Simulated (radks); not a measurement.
**Taking charge from the 1s level of B³⁺ in fractions**

What happens to E and to the 1s eigenvalue of B³⁺ when a fraction of an electron is removed? The exact functional would give straight lines between whole numbers for a frontier level.

Method: non-relativistic Kohn-Sham, BLYP, spin-polarised, spherical densities, point nucleus. Code: radks (a radial shooting solver on a logarithmic mesh, Libxc functionals) version 1.

### 1 The atom as given

```
element       : boron (Z = 5)
charge        : +3
electrons     : 2
configuration : 1s(up 1, down 1)
```

In the logs a row gives level, spin channel, occupation and eigenvalue; Etot, Ekin, Encl (electron-nucleus), Eh (Hartree) and Exc are energies, all in hartree; err is the last residual, it the number of iterations.

A shell typed twice in an input gives spin up, then spin down.

### 2 Start: 1s(up 1, down 1)

Settings of this run:

```text
Z 5
configuration 1s1 1s1
relativity non-relativistic
functional b88,lyp
spin polarised
nucleus point
```

Standard output:

```text
1s      1   1.0000          -8.52009281
1s      2   1.0000          -8.52009281
Etot -22.019967105520628
Ekin 21.972786542695918
Encl -46.84881047977942
Eh 5.78294631288178
Exc -2.9268894813189075
err 1.5965056717659777e-09
it 12
```

1s is the highest filled level (-231.84 eV).

From the orbitals of this run (lengths in bohr):

| level | occupation | energy (eV) | <r> | outermost maximum (interpolated) | 90 % within | nodes |
| --- | --- | --- | --- | --- | --- | --- |
| 1s | 2 | -231.84 | 0.3264 | 0.210 | 0.586 | 0 |

Radial density 4πr²ρ:

| r (bohr) | 4πr²ρ (e/bohr) |
| --- | --- |
| 0.0117 | 0.1077 |
| 0.0148 | 0.1661 |
| 0.0186 | 0.2542 |
| 0.0235 | 0.3850 |
| 0.0296 | 0.5757 |
| 0.0374 | 0.8473 |
| 0.0471 | 1.222 |
| 0.0594 | 1.720 |
| 0.0749 | 2.344 |
| 0.0938 | 3.047 |
| 0.118 | 3.810 |
| 0.149 | 4.485 |
| 0.188 | 4.899 |
| 0.237 | 4.878 |
| 0.299 | 4.332 |
| 0.377 | 3.339 |
| 0.476 | 2.158 |
| 0.600 | 1.121 |
| 0.756 | 0.4443 |
| 0.946 | 0.1324 |
| 1.19 | 0.02522 |

### 3 0.1 electron removed from 1s

Settings of this run:

```text
Z 5
configuration 1s1 1s0.9
relativity non-relativistic
functional b88,lyp
spin polarised
nucleus point
```

Standard output:

```text
1s      1   1.0000          -8.79482591
1s      2   0.9000          -8.73757159
Etot -21.157067942958527
Ekin 21.113380416524322
Encl -44.76420472560075
Eh 5.254294566411479
Exc -2.76053820029358
err 1.4039425275754172e-10
it 13
```

Energy against step 2 (start: 1s(up 1, down 1)): +23.481 eV. The top filled level is 1s down, -237.76 eV.

### 4 0.2 electron removed from 1s

Settings of this run:

```text
Z 5
configuration 1s1 1s0.8
relativity non-relativistic
functional b88,lyp
spin polarised
nucleus point
```

Standard output:

```text
1s      1   1.0000          -9.07246488
1s      2   0.8000          -8.95274348
Etot -20.272529517678976
Ekin 20.232334081706416
Encl -42.65453502458997
Eh 4.747580481561547
Exc -2.5979090563569676
err 1.0826061386745023e-10
it 13
```

Energy against step 2 (start: 1s(up 1, down 1)): +47.550 eV. The top filled level is 1s down, -243.62 eV.

### 5 0.3 electron removed from 1s

Settings of this run:

```text
Z 5
configuration 1s1 1s0.7
relativity non-relativistic
functional b88,lyp
spin polarised
nucleus point
```

Standard output:

```text
1s      1   1.0000          -9.35274237
1s      2   0.7000          -9.16472082
Etot -19.366625530539988
Ekin 19.329922331608955
Encl -40.52033107644765
Eh 4.26342072020687
Exc -2.4396375059081663
err 8.280315389353622e-11
it 13
```

E − E(step 2, start: 1s(up 1, down 1)) = +72.201 eV. Highest occupied level: 1s down at -249.38 eV.

### 6 0.4 electron removed from 1s

Settings of this run:

```text
Z 5
configuration 1s1 1s0.6
relativity non-relativistic
functional b88,lyp
spin polarised
nucleus point
```

Standard output:

```text
1s      1   1.0000          -9.63526945
1s      2   0.6000          -9.37243392
Etot -18.439727246872295
Ekin 18.406535709473324
Encl -38.36223115178157
Eh 3.8024281885034883
Exc -2.286459993067533
err 6.3077951869466e-11
it 13
```

E − E(step 2, start: 1s(up 1, down 1)) = +97.423 eV. 1s down is the highest filled level (-255.04 eV).

### 7 0.5 electron removed from 1s

Settings of this run:

```text
Z 5
configuration 1s1 1s0.5
relativity non-relativistic
functional b88,lyp
spin polarised
nucleus point
```

Standard output:

```text
1s      1   1.0000          -9.91949809
1s      2   0.5000          -9.57458528
Etot -17.49232379794986
Ekin 17.462717453953744
Encl -36.18101771850183
Eh 3.3652121307405443
Exc -2.1392356641423236
err 4.950512457545131e-11
it 13
```

E − E(step 2, start: 1s(up 1, down 1)) = +123.203 eV. 1s down is the highest filled level (-260.54 eV).

### 8 0.6 electron removed from 1s

Settings of this run:

```text
Z 5
configuration 1s1 1s0.4
relativity non-relativistic
functional b88,lyp
spin polarised
nucleus point
```

Standard output:

```text
1s      1   1.0000         -10.20469208
1s      2   0.4000          -9.76955223
Etot -16.525049047043083
Ekin 16.499219960180582
Encl -33.977672236951385
Eh 2.9523786277061097
Exc -1.9989753979783913
err 3.856572727775665e-11
it 13
```

E − E(step 2, start: 1s(up 1, down 1)) = +149.524 eV. The top filled level is 1s down, -265.84 eV.

### 9 0.7 electron removed from 1s

Settings of this run:

```text
Z 5
configuration 1s1 1s0.3
relativity non-relativistic
functional b88,lyp
spin polarised
nucleus point
```

Standard output:

```text
1s      1   1.0000         -10.48994672
1s      2   0.3000          -9.95506014
Etot -15.538726826317882
Ekin 15.517102570889548
Encl -31.753471757664855
Eh 2.5645326795183916
Exc -1.866890319060968
err 1.148177830067792e-09
it 12
```

E − E(step 2, start: 1s(up 1, down 1)) = +176.364 eV. Highest occupied level: 1s down at -270.89 eV.

### 10 0.8 electron removed from 1s

Settings of this run:

```text
Z 5
configuration 1s1 1s0.2
relativity non-relativistic
functional b88,lyp
spin polarised
nucleus point
```

Standard output:

```text
1s      1   1.0000         -10.77437211
1s      2   0.2000         -10.12669353
Etot -14.534491265417058
Ekin 14.517944495986953
Encl -29.510205952621806
Eh 2.202286717008058
Exc -1.7445165257902617
err 1.732128548842597e-09
it 11
```

E − E(step 2, start: 1s(up 1, down 1)) = +203.690 eV. Highest occupied level: 1s down at -275.56 eV.

### 11 0.9 electron removed from 1s

Settings of this run:

```text
Z 5
configuration 1s1 1s0.1
relativity non-relativistic
functional b88,lyp
spin polarised
nucleus point
```

Standard output:

```text
1s      1   1.0000         -11.05775284
1s      2   0.1000         -10.26859834
Etot -13.51431860142328
Ekin 13.50453212544947
Encl -27.25090211902021
Eh 1.866301117934164
Exc -1.634249725786705
err 7.764331924277962e-12
it 13
```

E − E(step 2, start: 1s(up 1, down 1)) = +231.450 eV. The top filled level is 1s down, -279.42 eV.

### 12 1 electron removed from 1s

Settings of this run:

```text
Z 5
configuration 1s1 1s0
relativity non-relativistic
functional b88,lyp
spin polarised
nucleus point
```

Standard output:

```text
1s      1   1.0000         -11.34230920
Etot -12.486877653758636
Ekin 12.486877652744914
Encl -24.986264757206257
Eh 1.557715928907434
Exc -1.5452064782047277
err 1.4184924537413241e-09
it 12
```

Energy against step 2 (start: 1s(up 1, down 1)): +259.409 eV. 1s up is the highest filled level (-308.64 eV).

### 13 What came out

| removed (e) | E − E(0) (eV) | eigenvalue (eV) |
| --- | --- | --- |
| 0 | 0.000 | -231.84 |
| 0.1 | 23.481 | -237.76 |
| 0.2 | 47.550 | -243.62 |
| 0.3 | 72.201 | -249.38 |
| 0.4 | 97.423 | -255.04 |
| 0.5 | 123.20 | -260.54 |
| 0.6 | 149.52 | -265.84 |
| 0.7 | 176.36 | -270.89 |
| 0.8 | 203.69 | -275.56 |
| 0.9 | 231.45 | -279.42 |

What this shows: The trapezoid integral of minus the eigenvalue gives 231.43 eV over the range, against 231.45 eV from the energies (Janak's theorem). The eigenvalue moves by 52.9 eV per electron.
